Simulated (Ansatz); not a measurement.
# Mo (reference phase): the cost of one run

Computed with Ansatz 0.2.0 (DFT PBEsol, with the methods named in each step, unless a step's input says otherwise).

## (1) The starting structure

Symmetry: Im-3m, No. 229, cubic system. Conventional cell: a = 3.147 Å, b = 3.147 Å, c = 3.147 Å, α = 90.00°, β = 90.00°, γ = 90.00°. Around Mo (site symmetry m-3m) lie 8 Mo at 2.73 Å.

Coordinates:

```cif
data_structure
_symmetry_space_group_name_H-M 'Im-3m'
_symmetry_Int_Tables_number 229
_cell_length_a 3.1473
_cell_length_b 3.1473
_cell_length_c 3.1473
_cell_angle_alpha 90.000
_cell_angle_beta 90.000
_cell_angle_gamma 90.000
_cell_volume 31.18
loop_
_atom_site_label
_atom_site_type_symbol
_atom_site_symmetry_multiplicity
_atom_site_Wyckoff_symbol
_atom_site_fract_x
_atom_site_fract_y
_atom_site_fract_z
_atom_site_occupancy
Mo1 Mo 2 a 0.00000 0.00000 0.00000 1
```

The file gives the conventional cell by its symmetry; the runs use the cell typed in the input.

## (2) Relaxed, PAW

Input file input.yaml:

```yaml
crystal:
  lattice:
    - [-1.57365, 1.57365, 1.57365]
    - [1.57365, -1.57365, 1.57365]
    - [1.57365, 1.57365, -1.57365]
  atoms:
    - { symbol: Mo, position: [0.0, 0.0, 0.0] }
kpoints:
  mp_grid: { grid: [23, 23, 23] }
scf:
  occupations: { method: fermi_dirac, width: 0.05 }
hamiltonian:
  xc: pbesol
  pseudopotentials: { kind: paw }
output:
  forces: true
  stress: true
  write_density: true
  write_potential: true
  elf: true
  volumetric_format: npy
relax:
  f_tol: 0.003
  max_steps: 80
  cell: {}
```

On the command line:

```
ansatz run input.yaml --threads 1 --pin off --max-ram 3072MiB --backend cpu --events-out ev --progress --plain --runs-dir out
```

**Question.** How long does this run take on 1 thread of Arm Neoverse V1, shared host, and how much memory does it need?

About 18 s, with a peak of 0.36 GiB.
